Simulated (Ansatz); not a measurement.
# MoGe+ (quartet): wave-function methods side by side, def2-SVP

An exercise on one series of results from a longer session: the logs are not shown, and one member is left open.

The runs use Ansatz 0.2.0, Gaussian basis; def2-SVP, core rule «outside noble gas», up to 18 orbitals frozen.

To be run: UHF; CCSD(T) on ROHF; CCSD(T) on UHF; CISD; CCSDT(Q) on ROHF; CCSDT(Q) on UHF; CASSCF and MRCISD+Q, 9 electrons in 10 orbitals; CASSCF and NEVPT2, 9 electrons in 10 orbitals.

20 further runs of the same task are left out: 2 for a known fault of the program, 5 that didn't finish, 13 set aside as unsound or not needed.

## The system

The geometry is a PBE0/def2-TZVP stationary point (not a proven minimum) of the parent state, kept for this charge and spin. No spin-orbit coupling is included. Elements past krypton take def2 core potentials. The filled d shell of Ge may be among the frozen orbitals whatever the setting's name suggests; the logs give the count.

2 atoms, charge 1, spin multiplicity 4.

Atoms are counted from 1 here; the program's logs count them from 0.

Bond lengths: Mo1–Ge2 2.316 Å.

The first run:

The input, in.yaml:

```yaml
crystal:
  periodic: [false, false, false]
  atoms:
    - {symbol: Mo, position_ang: [0.000000, 0.000000, 0.000000]}
    - {symbol: Ge, position_ang: [0.000000, 0.000000, 2.316000]}
basis:
  gaussian: {orbitals: def2-SVP}
total_charge: 1
magnetization: {spin_polarized: true, initial_magnetization: 3}
hamiltonian: {xc: hf}
output: {orbitals: {seedname: orbitals}}
```

The run is started by

```bash
ansatz run in.yaml --threads 1 --pin off --events-out ev --progress --plain --max-ram 2393MiB
```

Steps of the session up to this table: UHF; CCSD(T) on ROHF; CCSD(T) on UHF; CISD; CCSDT(Q) on ROHF; CCSDT(Q) on UHF; CASSCF and MRCISD+Q, 9 electrons in 10 orbitals; CASSCF and NEVPT2, 9 electrons in 10 orbitals.

One table of the session follows, with a row left open; its other results are not shown here.

| method | from RCCSDT(Q) (kJ/mol) |
| --- | --- |
| ROHF | +607.7 |
| UHF | +411.1 |
| RMP2 | +177.3 |
| UMP2 | +121.1 |
| CISD | +142.3 |
| RCCSD | +53.0 |
| UCCSD | +31.8 |
| RCCSD(T) | +17.0 |
| UCCSD(T) | +11.8 |
| RCCSDT | ? |
| UCCSDT | +2.7 |
| RCCSDT(Q) | 0 |
| UCCSDT(Q) | -0.6 |
| CASSCF valence | +295.2 |
| NEVPT2 valence | +69.3 |
| MRCISD valence | +21.4 |
| MRCISD+Q valence | +3.9 |

Estimate the missing values for RCCSDT.

The run gave: from RCCSDT(Q) (kJ/mol): +12.9. In the column «from RCCSDT(Q) (kJ/mol)» it lies between UCCSD(T) (+11.8) and RCCSD(T) (+17.0).

Among the levels timed on like hardware and quicker than the yardstick, those that no quicker one beats, quickest first: NEVPT2 valence (18 s, +69.3 kJ/mol); MRCISD+Q valence (21 s, +3.9 kJ/mol); UCCSDT(Q) (97 s, -0.6 kJ/mol).

To keep in mind: The determinant is far from a pure spin state, so its energy mixes those of several spin states (harmless only where they are near-degenerate, as at dissociation). Warnings: spin contamination; large T1 diagnostic. Restricted and unrestricted rows rest on different reference determinants; where their highest levels disagree by more than a few hundredths of an eV, they describe different states and don't form one ladder.
